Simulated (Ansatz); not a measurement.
**C₂H₄BCl: basis-set convergence**

One table from this session's results is given with a row withheld; the runs are named, their logs left out.

Method: one geometry, several basis sets; program: Ansatz 0.2.0, Gaussian basis.

The runs, in order: PBE0-D4/def2-SVP; ωB97M-V/def2-SVP; PBE0-D4/def2-QZVPP; ωB97M-V/def2-QZVPP; the functionals' def2-TZVPP values are taken from earlier runs.

**Structure used throughout**

The geometry comes from an earlier relaxation with PBE0-D4 in a triple-zeta def2 set; it is a stationary point, not always the lowest conformer.

SMILES `ClC1BC1`, 8 atoms, charge 0, spin multiplicity 1.

Atoms are counted from 1 here; the program's logs count them from 0.

Bond lengths: Cl1–C2 1.763 Å, C2–B3 1.527 Å, C2–C4 1.531 Å, C2–H5 1.083 Å, B3–C4 1.522 Å, B3–H6 1.182 Å, C4–H7 1.086 Å, C4–H8 1.088 Å. Angles: Cl1–C2–B3 116.6°, Cl1–C2–C4 118.7°, Cl1–C2–H5 111.8°, B3–C2–C4 59.7°, B3–C2–H5 124.5°, C4–C2–H5 116.4°, C2–B3–C4 60.3°, C2–B3–H6 147.9°, C4–B3–H6 150.3°, C2–C4–B3 60.0°, C2–C4–H7 114.1°, C2–C4–H8 119.6°, B3–C4–H7 122.4°, B3–C4–H8 118.2°, H7–C4–H8 112.6°.

The first run:

Contents of in.yaml:

```yaml
crystal:
  periodic: [false, false, false]
  atoms:
    - {symbol: Cl, position_ang: [-1.370977, 1.204624, -1.234683]}
    - {symbol: C, position_ang: [0.099334, 0.428947, -0.647645]}
    - {symbol: B, position_ang: [0.337293, 0.468952, 0.860433]}
    - {symbol: C, position_ang: [-0.027169, -0.847145, 0.188197]}
    - {symbol: H, position_ang: [0.884461, 0.439731, -1.393495]}
    - {symbol: H, position_ang: [0.466980, 1.122255, 1.837186]}
    - {symbol: H, position_ang: [0.713709, -1.606109, -0.047286]}
    - {symbol: H, position_ang: [-1.011630, -1.268456, 0.381392]}
basis:
  gaussian: {orbitals: def2-SVP}
hamiltonian: {xc: pbe0, dispersion: d4}
output: {orbitals: {seedname: orbitals}}
```

The run is started by

```console
$ ansatz run in.yaml --threads 2 --pin off --events-out ev --progress --plain --max-ram 4352MiB
```

Among the steps run: PBE0-D4 in def2-SVP; ωB97M-V in def2-SVP; PBE0-D4 in def2-QZVPP; ωB97M-V in def2-QZVPP.

One table of the session follows, with a row left open; its other results are not shown here.

It belongs to the step «Density functionals: the series». 

| functional | basis | HOMO (eV) | LUMO (eV) |
| --- | --- | --- | --- |
| PBE0-D4 | def2-SVP | -7.24 | -1.82 |
| PBE0-D4 | def2-TZVPP | -7.35 | -1.93 |
| PBE0-D4 | def2-QZVPP | -7.38 | -1.96 |
| ωB97M-V | def2-SVP | ? | ? |
| ωB97M-V | def2-TZVPP | -9.60 | 0.10 |
| ωB97M-V | def2-QZVPP | -9.63 | 0.03 |

Q: Estimate the row for ωB97M-V, def2-SVP from the others.

As computed: HOMO (eV): -9.46; LUMO (eV): 0.29. In the column «HOMO (eV)» it lies between ωB97M-V, def2-TZVPP (-9.60) and PBE0-D4, def2-QZVPP (-7.38).
